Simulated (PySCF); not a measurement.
# C2BrF5 (Perfluoroethyl Bromide): the cost of one run

Computed with PySCF 2.14.0 and routines of our own; the level stands in each step. Atoms count from 0.

## (1) The system as given

8 atoms, charge 0, multiplicity 1; geometry from: GFN2-xTB.

## (2) Relaxing the molecule at PBE0-D3(BJ)/def2-SVP

What the job is given:

```
{"job": {"xc": "PBE0", "basis": "def2-SVP", "d3": "d3bj", "grid": 1, "maxiter": 30, "shake": 0.01, "kind": "geom"}, "charge": 0, "multiplicity": 1}
F     -1.588860    -0.335890    -0.797550
C     -0.775050    -0.046240     0.190100
F     -1.141240     1.118650     0.721390
F     -0.871720    -0.983820     1.113110
C      0.688250     0.007740    -0.325260
F      0.810810     0.959420    -1.253230
F      1.040610    -1.154620    -0.860460
Br     1.892340     0.415610     1.159430
```

Launch:

```sh
$ OMP_NUM_THREADS=1 python heavy_run.py task.json out
```

This one command runs all jobs of the session in turn.

**Question.** How long does this first job take on 1 thread of Arm Neoverse V2, shared host, and how much memory does it need?

About 64 s, with a peak of 0.55 GiB.
